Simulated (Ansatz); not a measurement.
**Si: response to strain**

Aim: deform Si (equal xx and yy strain of -3 %) and compute stress, forces and field gradients with LAPW, PAW and all-electron datasets made for the crystal.

Computed with Ansatz 0.2.0 (DFT LDA, scalar-relativistic, unless a step's input says otherwise).

### 1 The structure to begin with

Symmetry: Imma, No. 74, orthorhombic system. The conventional cell has a = 4.502 Å, b = 4.737 Å, c = 2.550 Å, α = 90.00°, β = 90.00°, γ = 90.00°. Si (site symmetry mm2) is surrounded by 8 Si at 2.39 to 2.74 Å.

Coordinates:

```
Si
1.0
    -2.25100    2.36850    1.27500
     2.25100   -2.36850    1.27500
     2.25100    2.36850   -1.27500
Si
2
Direct
  0.80700 0.55700 0.25000
  0.19300 0.44300 0.75000
```

Atoms are numbered in the order of the input: Si1, Si2.

### 2 After the deformation

Space group Imma before, Imma after.

### 3 LAPW, all electrons

input.yaml reads:

```yaml
crystal:
  lattice:
    - [-2.18347, 2.297445, 1.275]
    - [2.18347, -2.297445, 1.275]
    - [2.18347, 2.297445, -1.275]
  atoms:
    - { symbol: Si, position: [0.807, 0.557, 0.25] }
    - { symbol: Si, position: [0.193, 0.443, 0.75] }
kpoints:
  mp_grid: { grid: [16, 16, 16] }
  band_path:
    path:
      - [0.0, 0.0, 0.0]
      - [0.5, -0.5, 0.5]
      - [0.4758105458, -0.4758105458, 0.5241894542]
      - [-0.4758105458, 0.4758105458, 0.4758105458]
      - [0.0, 0.0, 0.0]
      - [0.3269963489, 0.3269963489, -0.3269963489]
      - [0.6730036511, -0.3269963489, 0.3269963489]
      - [0.5, -0.5, 0.5]
      - [0.0, 0.0, 0.0]
    npoints: 5
scf:
  occupations: { method: fermi_dirac, width: 0.05 }
hamiltonian:
  xc: lda
  pseudopotentials: { kind: all_electron, lapw: { basis_error: 0.0005 } }
output:
  forces: true
  stress: true
  eigenvalues: true
```

Command:

```sh
$ ansatz run input.yaml --threads 1 --pin off --max-ram 3072MiB --backend cpu --events-out ev --progress --plain --runs-dir out
```

### 4 PAW with frozen cores

input.yaml reads:

```yaml
crystal:
  lattice:
    - [-2.18347, 2.297445, 1.275]
    - [2.18347, -2.297445, 1.275]
    - [2.18347, 2.297445, -1.275]
  atoms:
    - { symbol: Si, position: [0.807, 0.557, 0.25] }
    - { symbol: Si, position: [0.193, 0.443, 0.75] }
kpoints:
  mp_grid: { grid: [16, 16, 16] }
scf:
  occupations: { method: fermi_dirac, width: 0.05 }
hamiltonian:
  xc: lda
  pseudopotentials: { kind: paw }
output:
  forces: true
  stress: true
  eigenvalues: true
  efg: { contact_densities: true }
```

### 5 Datasets made for this crystal

Changes to input.yaml since step 4:

```diff
@@ -14,3 +14,3 @@
   xc: lda
-  pseudopotentials: { kind: paw }
+  pseudopotentials: { kind: all_electron, datasets: crystal }
 output:
```

(Steps that only read results are left out.)

What does the calculation give? Wanted: pressure; largest shear or deviatoric stress.

**Answer**, as computed:

| quantity | value |
| --- | --- |
| pressure | LAPW 22.55, PAW 22.62, crystal datasets 22.55 GPa |
| largest shear or deviatoric stress (LAPW) | 6.54 GPa |

The largest part of the stress beyond the pressure is 6.54 GPa in size, in the yy component; the atoms are carried along and not relaxed. No run of the undeformed cell stands beside it, so the pressure holds what the given cell had before the change. PAW: stress within 0.10 GPa of LAPW, forces within 2 meV/Å. Crystal datasets: stress within 0.01 GPa of LAPW, forces within 1 meV/Å.
